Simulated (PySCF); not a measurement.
# TaO radical: field gradients at the nuclei

Aim: the electric field gradients and quadrupole couplings of TaO radical at several levels. Each job file holds the settings and the coordinates that a driver script hands to the program.

Method: the levels named in each step, in PySCF 2.14.0, density-fitted response routines.

### Step 1. The starting structure

Bond lengths: O1–Ta2 1.720 Å.

Coordinates:

```xyz
2

O     0.0000    0.0000    0.0000
Ta    0.0000    0.0000    1.7202
```

### Step 2. Geometry, PBE0-D3(BJ)/def2-TZVP

job.txt reads:

```
{"job": {"xc": "PBE0", "basis": "def2-TZVP", "d3": "d3bj", "grid": 2, "kind": "geom"}, "charge": 0, "multiplicity": 2}
O      0.000000     0.000000     0.000000
Ta     0.000000     0.000000     1.720190
```

Output:

```text
step   0  E = -132.12573875  max force = 0.042151
step   1  E = -132.12641834  max force = 0.035779
step   2  E = -132.12732452  max force = 0.003266
step   3  E = -132.12733316  max force = 0.000220
optimisation converged
```

It took 18 s on 2 threads of Intel Xeon at 2.50GHz (Skylake/Cascade Lake), shared host; peak memory 0.3 GiB.

It ended at:

```xyz
2

O     0.0000    0.0000    0.0192
Ta    0.0000    0.0000    1.7009
```

### Step 3. Field gradients, PBE0/def2-TZVPP

job.txt reads:

```
{"job": {"kind": "efgt", "xc": "PBE0", "basis": "def2-TZVPP"}, "charge": 0, "multiplicity": 2}
O     -0.000000     0.000000     0.019247
Ta     0.000000    -0.000000     1.700943
```

Output:

```text
coarse grid: 14056 points
cycle   1  E = -131.9507883926  dE = -1.889e+01  |g| = 6.619e-01  |ddm| = 4.755e+00
cycle   2  E = -129.8834069084  dE =  2.067e+00  |g| = 2.293e+00  |ddm| = 1.514e+00
cycle   3  E = -132.1015308543  dE = -2.218e+00  |g| = 2.311e-01  |ddm| = 1.079e+00
cycle   4  E = -132.1230584619  dE = -2.153e-02  |g| = 1.236e-01  |ddm| = 4.735e-01
cycle   5  E = -132.1293056463  dE = -6.247e-03  |g| = 2.669e-02  |ddm| = 1.191e-01
cycle   6  E = -132.1296356466  dE = -3.300e-04  |g| = 7.869e-03  |ddm| = 1.930e-02
cycle   7  E = -132.1296877929  dE = -5.215e-05  |g| = 1.614e-03  |ddm| = 1.448e-02
cycle   8  E = -132.1296963760  dE = -8.583e-06  |g| = 6.560e-04  |ddm| = 7.976e-03
final grid: 38096 points
cycle   9  E = -132.1296896811  dE = -1.859e-06  |g| = 4.941e-04  |ddm| = 3.350e-03
cycle  10  E = -132.1296899765  dE = -2.954e-07  |g| = 1.060e-03  |ddm| = 2.093e-03
cycle  11  E = -132.1296904590  dE = -4.826e-07  |g| = 2.256e-04  |ddm| = 6.531e-04
cycle  12  E = -132.1296907473  dE = -2.882e-07  |g| = 7.270e-05  |ddm| = 2.304e-03
cycle  13  E = -132.1296907525  dE = -5.191e-09  |g| = 1.251e-05  |ddm| = 2.784e-04
cycle  14  E = -132.1296907525  dE = -6.276e-11  |g| = 1.324e-06  |ddm| = 1.526e-05
converged SCF energy = -132.1296907525

Field-gradient tensors (au): xx yy zz xy xz yz
  0 O     0.24327    0.24327   -0.48654    0.00000   -0.00000   -0.00000
```

It took 4.7 s on 2 threads of Intel Xeon at 2.50GHz (Skylake/Cascade Lake), shared host; peak memory 0.34 GiB.

### Step 4. Field gradients, PBE/def2-TZVPP

job.txt reads:

```
{"job": {"kind": "efgt", "xc": "PBE", "basis": "def2-TZVPP"}, "charge": 0, "multiplicity": 2}
O     -0.000000     0.000000     0.019247
Ta     0.000000    -0.000000     1.700943
```

Output:

```text
coarse grid: 14056 points
cycle   1  E = -131.7754202097  dE = -1.850e+01  |g| = 7.544e-01  |ddm| = 5.113e+00
cycle   2  E = -129.6157392958  dE =  2.160e+00  |g| = 2.284e+00  |ddm| = 2.487e+00
cycle   3  E = -131.9346896351  dE = -2.319e+00  |g| = 6.812e-01  |ddm| = 1.889e+00
cycle   4  E = -132.1310202050  dE = -1.963e-01  |g| = 3.916e-01  |ddm| = 1.053e+00
cycle   5  E = -132.1807790926  dE = -4.976e-02  |g| = 1.051e-01  |ddm| = 2.187e-01
cycle   6  E = -132.1857790169  dE = -5.000e-03  |g| = 2.917e-02  |ddm| = 1.114e-01
cycle   7  E = -132.1861220177  dE = -3.430e-04  |g| = 1.423e-02  |ddm| = 5.518e-02
cycle   8  E = -132.1862135687  dE = -9.155e-05  |g| = 1.613e-03  |ddm| = 1.119e-02
cycle   9  E = -132.1862202812  dE = -6.713e-06  |g| = 8.555e-04  |ddm| = 8.331e-03
final grid: 38096 points
cycle  10  E = -132.1862153245  dE = -9.297e-06  |g| = 1.002e-03  |ddm| = 1.009e-02
cycle  11  E = -132.1862290758  dE = -1.375e-05  |g| = 1.948e-03  |ddm| = 1.306e-02
cycle  12  E = -132.1862325358  dE = -3.460e-06  |g| = 1.337e-03  |ddm| = 2.070e-03
cycle  13  E = -132.1862162645  dE =  1.627e-05  |g| = 1.260e-03  |ddm| = 1.342e-02
cycle  14  E = -132.1861899298  dE =  2.633e-05  |g| = 4.594e-04  |ddm| = 5.239e-02
cycle  15  E = -132.1861899960  dE = -6.626e-08  |g| = 3.535e-04  |ddm| = 3.624e-04
cycle  16  E = -132.1861900236  dE = -2.754e-08  |g| = 2.063e-04  |ddm| = 1.030e-03
cycle  17  E = -132.1861900397  dE = -1.616e-08  |g| = 1.446e-05  |ddm| = 1.230e-03
cycle  18  E = -132.1861900397  dE =  7.390e-12  |g| = 2.015e-05  |ddm| = 1.064e-04
converged SCF energy = -132.1861900397

Field-gradient tensors (au): xx yy zz xy xz yz
  0 O     0.23456    0.23456   -0.46913   -0.00000   -0.00000   -0.00000
```

Run time: 7.2 s. Hardware: 2 threads of Intel Xeon at 2.50GHz (Skylake/Cascade Lake), shared host; peak memory 0.34 GiB.

### Step 5. Field gradients, B3LYP/def2-TZVPP

job.txt reads:

```
{"job": {"kind": "efgt", "xc": "B3LYP", "basis": "def2-TZVPP"}, "charge": 0, "multiplicity": 2}
O     -0.000000     0.000000     0.019247
Ta     0.000000    -0.000000     1.700943
```

Output:

```text
coarse grid: 14056 points
cycle   1  E = -132.0457672343  dE = -1.883e+01  |g| = 6.916e-01  |ddm| = 4.758e+00
cycle   2  E = -129.1592301560  dE =  2.887e+00  |g| = 2.599e+00  |ddm| = 1.706e+00
cycle   3  E = -132.2109912963  dE = -3.052e+00  |g| = 2.659e-01  |ddm| = 1.232e+00
cycle   4  E = -132.2386451875  dE = -2.765e-02  |g| = 1.643e-01  |ddm| = 5.963e-01
cycle   5  E = -132.2493584306  dE = -1.071e-02  |g| = 3.927e-02  |ddm| = 1.544e-01
cycle   6  E = -132.2499806190  dE = -6.222e-04  |g| = 1.607e-02  |ddm| = 2.392e-02
cycle   7  E = -132.2500978411  dE = -1.172e-04  |g| = 9.561e-04  |ddm| = 1.151e-02
cycle   8  E = -132.2501002961  dE = -2.455e-06  |g| = 4.102e-04  |ddm| = 3.820e-03
final grid: 38096 points
cycle   9  E = -132.2500907649  dE = -4.592e-07  |g| = 4.457e-04  |ddm| = 1.582e-03
cycle  10  E = -132.2500902621  dE =  5.028e-07  |g| = 1.353e-03  |ddm| = 1.186e-03
cycle  11  E = -132.2500909696  dE = -7.075e-07  |g| = 1.084e-04  |ddm| = 7.071e-04
cycle  12  E = -132.2500910098  dE = -4.025e-08  |g| = 2.866e-05  |ddm| = 5.973e-04
cycle  13  E = -132.2500910111  dE = -1.229e-09  |g| = 7.110e-06  |ddm| = 1.107e-04
cycle  14  E = -132.2500910111  dE = -5.957e-11  |g| = 2.802e-06  |ddm| = 1.625e-05
converged SCF energy = -132.2500910111

Field-gradient tensors (au): xx yy zz xy xz yz
  0 O     0.24630    0.24630   -0.49260   -0.00000    0.00000   -0.00000
```

Run time: 4.6 s. Hardware: 2 threads of Intel Xeon at 2.50GHz (Skylake/Cascade Lake), shared host; peak memory 0.34 GiB.

### Step 6. Field gradients, CAM-B3LYP/def2-TZVPP

job.txt reads:

```
{"job": {"kind": "efgt", "xc": "CAM-B3LYP", "basis": "def2-TZVPP"}, "charge": 0, "multiplicity": 2}
O     -0.000000     0.000000     0.019247
Ta     0.000000    -0.000000     1.700943
```

Output:

```text
coarse grid: 14056 points
cycle   1  E = -131.9637147749  dE = -1.901e+01  |g| = 6.906e-01  |ddm| = 4.710e+00
cycle   2  E = -130.6082282222  dE =  1.355e+00  |g| = 1.977e+00  |ddm| = 1.216e+00
cycle   3  E = -132.1429776658  dE = -1.535e+00  |g| = 1.393e-01  |ddm| = 9.112e-01
cycle   4  E = -132.1511650064  dE = -8.187e-03  |g| = 6.116e-02  |ddm| = 2.420e-01
cycle   5  E = -132.1528633960  dE = -1.698e-03  |g| = 1.331e-02  |ddm| = 7.187e-02
cycle   6  E = -132.1529843433  dE = -1.209e-04  |g| = 3.882e-03  |ddm| = 1.581e-02
cycle   7  E = -132.1530265144  dE = -4.217e-05  |g| = 1.650e-03  |ddm| = 1.524e-02
cycle   8  E = -132.1530395212  dE = -1.301e-05  |g| = 6.134e-04  |ddm| = 1.045e-02
cycle   9  E = -132.1530420920  dE = -2.571e-06  |g| = 2.297e-04  |ddm| = 5.390e-03
final grid: 38096 points
cycle  10  E = -132.1530299538  dE = -2.055e-07  |g| = 1.400e-04  |ddm| = 9.662e-04
cycle  11  E = -132.1530300327  dE = -7.896e-08  |g| = 1.456e-04  |ddm| = 6.121e-04
cycle  12  E = -132.1530300548  dE = -2.205e-08  |g| = 1.003e-04  |ddm| = 2.187e-04
cycle  13  E = -132.1530300992  dE = -4.446e-08  |g| = 4.371e-05  |ddm| = 7.311e-04
cycle  14  E = -132.1530301039  dE = -4.675e-09  |g| = 1.072e-05  |ddm| = 2.360e-04
cycle  15  E = -132.1530301046  dE = -7.083e-10  |g| = 2.519e-06  |ddm| = 1.007e-04
converged SCF energy = -132.1530301046

Field-gradient tensors (au): xx yy zz xy xz yz
  0 O     0.25827    0.25827   -0.51654   -0.00000    0.00000   -0.00000
```

It took 5.7 s on 2 threads of Intel Xeon at 2.50GHz (Skylake/Cascade Lake), shared host; peak memory 0.35 GiB.

### Step 7. Field gradients, HF/def2-TZVPP

job.txt reads:

```
{"job": {"kind": "efgt", "xc": "HF", "basis": "def2-TZVPP"}, "charge": 0, "multiplicity": 2}
O     -0.000000     0.000000     0.019247
Ta     0.000000    -0.000000     1.700943
```

Output:

```text
final grid: 38096 points
cycle   1  E = -131.0933073956  dE = -1.938e+01  |g| = 7.678e-01  |ddm| = 4.698e+00
cycle   2  E = -130.9571812905  dE =  1.361e-01  |g| = 8.658e-01  |ddm| = 7.529e-01
cycle   3  E = -131.2423833875  dE = -2.852e-01  |g| = 1.418e-01  |ddm| = 5.815e-01
cycle   4  E = -131.2514350046  dE = -9.052e-03  |g| = 1.781e-02  |ddm| = 1.218e-01
cycle   5  E = -131.2521972851  dE = -7.623e-04  |g| = 1.169e-02  |ddm| = 6.720e-02
cycle   6  E = -131.2526240807  dE = -4.268e-04  |g| = 8.116e-03  |ddm| = 4.381e-02
cycle   7  E = -131.2531258124  dE = -5.017e-04  |g| = 6.000e-03  |ddm| = 6.250e-02
cycle   8  E = -131.2535951609  dE = -4.693e-04  |g| = 3.277e-03  |ddm| = 8.642e-02
cycle   9  E = -131.2537358884  dE = -1.407e-04  |g| = 1.217e-03  |ddm| = 5.986e-02
cycle  10  E = -131.2537448999  dE = -9.011e-06  |g| = 5.447e-04  |ddm| = 1.360e-02
cycle  11  E = -131.2537459159  dE = -1.016e-06  |g| = 2.168e-04  |ddm| = 3.897e-03
cycle  12  E = -131.2537460177  dE = -1.018e-07  |g| = 1.212e-04  |ddm| = 1.061e-03
cycle  13  E = -131.2537460541  dE = -3.641e-08  |g| = 5.645e-05  |ddm| = 3.846e-04
cycle  14  E = -131.2537460649  dE = -1.080e-08  |g| = 2.566e-05  |ddm| = 2.293e-04
cycle  15  E = -131.2537460673  dE = -2.396e-09  |g| = 1.817e-05  |ddm| = 8.703e-05
cycle  16  E = -131.2537460690  dE = -1.684e-09  |g| = 1.341e-05  |ddm| = 1.131e-04
cycle  17  E = -131.2537460704  dE = -1.368e-09  |g| = 5.903e-06  |ddm| = 1.314e-04
cycle  18  E = -131.2537460706  dE = -2.661e-10  |g| = 2.021e-06  |ddm| = 6.737e-05
converged SCF energy = -131.2537460706

Field-gradient tensors (au): xx yy zz xy xz yz
  0 O     0.29606    0.29606   -0.59213   -0.00000    0.00000   -0.00000
```

Wall time 1.1 s (2 threads of Intel Xeon at 2.50GHz (Skylake/Cascade Lake), shared host); peak memory 0.35 GiB.

### Step 8. Comparison

Largest principal value Vzz, in atomic units:

| atom | PBE0/def2-TZVPP | PBE/def2-TZVPP | B3LYP/def2-TZVPP | CAM-B3LYP/def2-TZVPP | HF/def2-TZVPP |
| --- | --- | --- | --- | --- | --- |
| O1 | -0.4865 | -0.4691 | -0.4926 | -0.5165 | -0.5921 |
| CPU time | 8 s | 13 s | 8 s | 9.7 s | 2.6 s |

Couplings eQVzz/h in MHz (234.9647 × Q in barn × Vzz), with Q = -0.02558 (17O):

```csv
nucleus,PBE0/def2-TZVPP,PBE/def2-TZVPP,B3LYP/def2-TZVPP,CAM-B3LYP/def2-TZVPP,HF/def2-TZVPP
17O (atom 1),2.924,2.820,2.961,3.105,3.559
```

### Step 9. Summary of results

```
                                 quantity      value
coupling of 17O (atom 1), PBE0/def2-TZVPP  2.924 MHz
```

The largest coupling, that of 17O, runs from 2.820 (PBE/def2-TZVPP) to 3.559 MHz (HF/def2-TZVPP). The gradients are non-relativistic, at the equilibrium geometry and in principal axes; measured couplings hold vibrational averaging and refer to the inertial axes. The def2 sets are stiff near the nuclei, which limits their accuracy. Atoms with effective core potentials have no gradient listed, since their core's share is missing.
